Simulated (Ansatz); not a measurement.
This script for the Python package of Ansatz (0.2.0) starts 2 runs on CsH, space group Fm-3m. What input does the engine get in each?

`elastic_csh.py`:
```python
"""Elastic constants of CsH."""

from dataclasses import replace
import warnings

import ansatz as az
import numpy as np

warnings.simplefilter("ignore", az.DeckWarning)

xtal = (
    az.Lattice.of((0.0, 3.188, 3.188), (3.188, 0.0, 3.188), (3.188, 3.188, 0.0))
    .atom("Cs", (0.0, 0.0, 0.0))
    .atom("H", (0.5, 0.5, 0.5))
)

setup = (
    xtal.calculation()
    .basis(19 * az.Ha)
    .occupations("Fixed")
    .functional("r2SCAN")
    .scf(tolerance=1e-07)
    .kpoints(6, 6, 6)
)
# relax, then strain
rest = setup.relax(cell=True).run().lattice
relaxed = az.Crystal(lattice=az.Lattice.of(rest.cell_ang))
for site in rest.sites:
    relaxed = relaxed.atom(site.symbol, site.position_frac)
setup = replace(setup, crystal=relaxed)
print("relaxed volume {:.3f} A^3".format(abs(np.linalg.det(rest.cell_ang))))
out = setup.elastic("relaxed_ion", amplitude=0.005).run()
elastic = out.elastic

C = np.asarray(elastic.c_gpa)
for i in range(6):
    for j in range(i, 6):
        if abs(C[i, j]) > 0.05:
            print(f"C{i + 1}{j + 1} = {C[i, j]:.1f} GPa")
print("smallest eigenvalue of C:", round(elastic.stability.min_eigenvalue_gpa, 1), "GPa; stable:", elastic.stability.stable)
# averaged moduli need a positive definite tensor
if elastic.stability.min_eigenvalue_gpa > 0:
    m = elastic.moduli
    print(f"K = {m.k_hill_gpa:.1f}, G = {m.g_hill_gpa:.1f}, E = {m.youngs_gpa:.1f} GPa, Poisson ratio {m.poisson:.3f}, K/G = {m.k_hill_gpa / m.g_hill_gpa:.2f}")
    S = np.linalg.inv(elastic.c_gpa)
    print("Young modulus along x, y, z (GPa):", np.round(1 / np.diag(S)[:3], 1))
    print("linear compressibility along x, y, z (1/TPa):", np.round(1000 * S[:3, :3].sum(axis=1), 2))
```

Run 1:
```yaml
crystal:
  lattice:
    - [0.0, 3.188, 3.188]
    - [3.188, 0.0, 3.188]
    - [3.188, 3.188, 0.0]
  atoms:
    - { symbol: Cs, position: [0.0, 0.0, 0.0] }
    - { symbol: H, position: [0.5, 0.5, 0.5] }
basis:
  ecutwfc: 517.016338673772
kpoints:
  mp_grid:
    grid: [6, 6, 6]
hamiltonian:
  xc: r2scan
scf:
  convergence:
    dr2_threshold: 1.0e-07
  occupations:
    method: fixed
relax:
  cell: {}
```

Run 2, against run 1:
```diff
-relax:
-  cell: {}
+elastic:
+  mode: relaxed_ion
+  amplitude: 0.005
```

```console
$ python elastic_csh.py
relaxed volume 64.801 A^3
C11 = 24.7 GPa
C12 = 2.2 GPa
C13 = 2.2 GPa
C22 = 24.7 GPa
C23 = 2.2 GPa
C33 = 24.7 GPa
C44 = 4.6 GPa
C55 = 4.6 GPa
C66 = 4.6 GPa
smallest eigenvalue of C: 4.6 GPa; stable: True
K = 9.7, G = 6.7, E = 16.3 GPa, Poisson ratio 0.222, K/G = 1.46
Young modulus along x, y, z (GPa): [24.3 24.3 24.3]
linear compressibility along x, y, z (1/TPa): [34.27 34.27 34.27]
```

Notes:
- A positive definite tensor excludes instabilities under uniform strain alone; phonons elsewhere in the zone can still be imaginary.
- The program warned that this SCF threshold is loose for forces or stresses.
- The structure is a deposited one; some such entries were measured under pressure or heat, so a shift against it needn't be the functional's error alone.
- The constants belong to the cell that was strained; where it wasn't relaxed first it may be under stress.
- The script silences the warnings on its input, which a real study should read.
- It ran for 30 s on 1 thread of Arm Neoverse V2, with other jobs on the host, peak memory 0.64 GiB.

(A comment or docstring line of the script was reworded after the run, the code is as it ran; lines on the test bed's own set-up are left out of the output.)
